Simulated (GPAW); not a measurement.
The system is KPt.

```xyz
2
Lattice="3.0008 0.0000 0.0000 -1.5004 2.5988 0.0000 0.0000 0.0000 5.3456" Properties=species:S:1:pos:R:3 pbc="T T T"
Pt    1.5004    0.8663    0.0000
K     0.0000    0.0000    2.6728
```

The cell comes from a database or a generator and needn't be the stable form of this composition.

Base run:

- Program: GPAW 26.7.0
- Functional: RPBE
- Potentials or basis: the program's PAW data sets (release 1.2.1) made for this functional
- Cutoff: 600 eV
- Basis: pw
- k mesh: 10 × 10 × 5
- Occupations: gaussian, width 0.02 eV
- Spin: no spin polarisation

Its results: band gap on the k mesh none (metal or under the smearing width); pressure 3.4 GPa.

Task: The run is repeated on the same cell with these changes: functional from RPBE to LDA; occupations from gaussian, width 0.02 eV to gaussian, width 0.05 eV. What comes out?

Result: Band gap on the k mesh none (metal or under the smearing width); pressure -6.9 GPa.

Not every run made on this cell is shown here.
